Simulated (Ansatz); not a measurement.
# ClH4N2OTa: how energies converge with the basis set

How large a basis does ClH4N2OTa need? Two functionals are run in growing sets.

The runs use Ansatz 0.2.0, Gaussian basis; one geometry, several basis sets.

Plan: PBE0-D4/def2-SVP; ωB97M-V/def2-SVP; PBE0-D4/def2-QZVPP; ωB97M-V/def2-QZVPP; the functionals' def2-TZVPP values are taken from earlier runs.

## 1. Structure used throughout

All runs share one geometry, relaxed beforehand with PBE0-D4 in a triple-zeta def2 set. Ta takes the def2 core potential; no spin-orbit term is included.

SMILES `[NH2][Ta]([NH2])(=[O])[Cl]`, 9 atoms, charge 0, spin multiplicity 1.

Atoms are counted from 1 here; the program's logs count them from 0.

Bond lengths: N1–Ta2 1.973 Å, N1–H6 1.010 Å, N1–H7 1.009 Å, Ta2–N3 1.973 Å, Ta2–O4 1.713 Å, Ta2–Cl5 2.332 Å, N3–H8 1.009 Å, N3–H9 1.010 Å. Angles: Ta2–N1–H6 125.6°, Ta2–N1–H7 124.1°, H6–N1–H7 110.1°, N1–Ta2–N3 112.0°, N1–Ta2–O4 106.3°, N1–Ta2–Cl5 110.0°, N3–Ta2–O4 106.3°, N3–Ta2–Cl5 110.0°, O4–Ta2–Cl5 112.1°, Ta2–N3–H8 124.1°, Ta2–N3–H9 125.6°, H8–N3–H9 110.1°.

## 2. PBE0-D4 in def2-SVP

Input file in.yaml:

```yaml
crystal:
  periodic: [false, false, false]
  atoms:
    - {symbol: N, position_ang: [-1.141279, 1.236920, -0.170950]}
    - {symbol: Ta, position_ang: [0.553323, 0.228352, -0.232908]}
    - {symbol: N, position_ang: [0.335501, -1.623488, 0.412054]}
    - {symbol: O, position_ang: [0.984056, 0.113637, -1.886776]}
    - {symbol: Cl, position_ang: [2.182601, 1.325784, 1.024317]}
    - {symbol: H, position_ang: [-1.704546, 1.390484, 0.653316]}
    - {symbol: H, position_ang: [-1.603996, 1.617539, -0.983051]}
    - {symbol: H, position_ang: [0.492479, -2.443127, -0.155427]}
    - {symbol: H, position_ang: [-0.009637, -1.892502, 1.322425]}
basis:
  gaussian: {orbitals: def2-SVP}
hamiltonian: {xc: pbe0, dispersion: d4}
output: {orbitals: {seedname: orbitals}}
```

Further steps of the session: ωB97M-V in def2-SVP; PBE0-D4 in def2-QZVPP; ωB97M-V in def2-QZVPP.

Q: Predict the results of all the runs planned. Wanted: PBE0-D4: double and triple zeta above quadruple; ωB97M-V: double and triple zeta above quadruple.

**Answer**, as computed:

```
                                       quantity           value
PBE0-D4: double and triple zeta above quadruple  11.67, 0.68 eV
ωB97M-V: double and triple zeta above quadruple  11.80, 0.64 eV
```

**Reading.** For PBE0-D4 the step from double to triple zeta gains 10.99 eV and the next only 0.68 eV. These are total energies; as a rule much of such shifts cancels in differences, which this series doesn't test. The LUMO of ωB97M-V is positive and keeps falling with the basis (1.19 to 0.48 eV): an unbound level that the basis holds in place.
